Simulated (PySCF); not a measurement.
# From one method to the next for F

Aim: see what other levels and later steps give for F.

Method: each script names its method and basis; program: PySCF 2.14.0.

1 further run of the same task is left out (it didn't finish).

**1. The atom**

F: 1 atom, charge 0, spin multiplicity 2.

**2. The run that the others are compared with**

The input, input.py:

```python
from pyscf import gto, scf, cc

mol = gto.M(
    atom='F 0 0 0',
    basis='def2-svpd',
    charge=0,
    spin=1,
    symmetry=True,
    verbose=4,
)
mf = scf.UHF(mol)
mf.kernel()
mycc = cc.CCSD(mf, frozen=1)
mycc.kernel()
e = mycc.eaccsd(nroots=8)[0]
print('roots (eV) =', (e*27.211386).round(3))
mf.dip_moment()
print('orbital energies (hartree):', [e[max(0, n-3):n+3].round(4) for e, n in zip(mf.mo_energy, mol.nelec)])
```

Started as:

```sh
OMP_NUM_THREADS=1 python input.py
```

**3. Bhandhlyp (UKS)**

Edit 1 changes functional: none (Hartree–Fock) → bhandhlyp; SCF type: UHF → UKS; step after the SCF: eomea → analyze.

The input, input.py:

```python
from pyscf import gto, dft

mol = gto.M(
    atom='F 0 0 0',
    basis='def2-svpd',
    charge=0,
    spin=1,
    symmetry=True,
    verbose=4,
)
mf = dft.UKS(mol, xc='bhandhlyp')
mf.kernel()
mf.analyze()
print('orbital energies (hartree):', [e[max(0, n-3):n+3].round(4) for e, n in zip(mf.mo_energy, mol.nelec)])
```

**4. Stability test**

Edit 2 changes step after the SCF: eomea → stability; point-group symmetry: on → off.

The input, input.py:

```python
from pyscf import gto, scf

mol = gto.M(
    atom='F 0 0 0',
    basis='def2-svpd',
    charge=0,
    spin=1,
    verbose=4,
)
mf = scf.UHF(mol)
mf.kernel()
mf.stability(internal=True, external=True)
mf.dip_moment()
print('orbital energies (hartree):', [e[max(0, n-3):n+3].round(4) for e, n in zip(mf.mo_energy, mol.nelec)])
```

**5. Population analysis**

Edit 3 changes step after the SCF: eomea → analyze.

The input, input.py:

```python
from pyscf import gto, scf

mol = gto.M(
    atom='F 0 0 0',
    basis='def2-svpd',
    charge=0,
    spin=1,
    symmetry=True,
    verbose=4,
)
mf = scf.UHF(mol)
mf.kernel()
mf.analyze()
print('orbital energies (hartree):', [e[max(0, n-3):n+3].round(4) for e, n in zip(mf.mo_energy, mol.nelec)])
```

**6. Revtpss (UKS)**

Edit 4 changes functional: none (Hartree–Fock) → revtpss; SCF type: UHF → UKS; step after the SCF: eomea → analyze.

The input, input.py:

```python
from pyscf import gto, dft

mol = gto.M(
    atom='F 0 0 0',
    basis='def2-svpd',
    charge=0,
    spin=1,
    symmetry=True,
    verbose=4,
)
mf = dft.UKS(mol, xc='revtpss')
mf.kernel()
mf.analyze()
print('orbital energies (hartree):', [e[max(0, n-3):n+3].round(4) for e, n in zip(mf.mo_energy, mol.nelec)])
```

**7. Tpssh (UKS)**

Edit 5 changes functional: none (Hartree–Fock) → tpssh; SCF type: UHF → UKS; step after the SCF: eomea → analyze.

The input, input.py:

```python
from pyscf import gto, dft

mol = gto.M(
    atom='F 0 0 0',
    basis='def2-svpd',
    charge=0,
    spin=1,
    symmetry=True,
    verbose=4,
)
mf = dft.UKS(mol, xc='tpssh')
mf.kernel()
mf.analyze()
print('orbital energies (hartree):', [e[max(0, n-3):n+3].round(4) for e, n in zip(mf.mo_energy, mol.nelec)])
```

**8. Polarisability**

Edit 6 changes step after the SCF: eomea → polarizability.

The input, input.py:

```python
from pyscf import gto, scf
from pyscf.prop.polarizability import uhf as pol

mol = gto.M(
    atom='F 0 0 0',
    basis='def2-svpd',
    charge=0,
    spin=1,
    symmetry=True,
    verbose=4,
)
mf = scf.UHF(mol)
mf.kernel()
print('polarizability (a.u.)')
print(pol.Polarizability(mf).polarizability().round(4))
mf.dip_moment()
print('orbital energies (hartree):', [e[max(0, n-3):n+3].round(4) for e, n in zip(mf.mo_energy, mol.nelec)])
```

**Question.** What will these runs give? Wanted: for each run, E(SCF); from base; gap, α spin; after the SCF.

The runs gave:

```csv
run,E(SCF) (hartree),from base (eV),cycles,"gap, α spin (eV)",after the SCF
base,-99.286476,0,8,26.10,"CCSD correlation -4.384 eV, core frozen, first root -3.21 eV"
bhandhlyp (UKS),-99.624406,not comparable,7,19.80,n/a
stability test,-99.289600,-0.0850,8,26.00,stable
population analysis,-99.286476,0.0000,8,26.10,n/a
revtpss (UKS),-99.612190,not comparable,6,14.03,n/a
tpssh (UKS),-99.647444,not comparable,6,15.20,n/a
polarisability,-99.286476,0.0000,8,26.10,n/a
```

In words: The α-spin gap between the frontier levels is 14.0 eV with revtpss (0 % exact exchange) and 19.8 eV with bhandhlyp (50 %): exact exchange opens it. Total energies of different functionals can't be compared with each other; differences within one functional can.
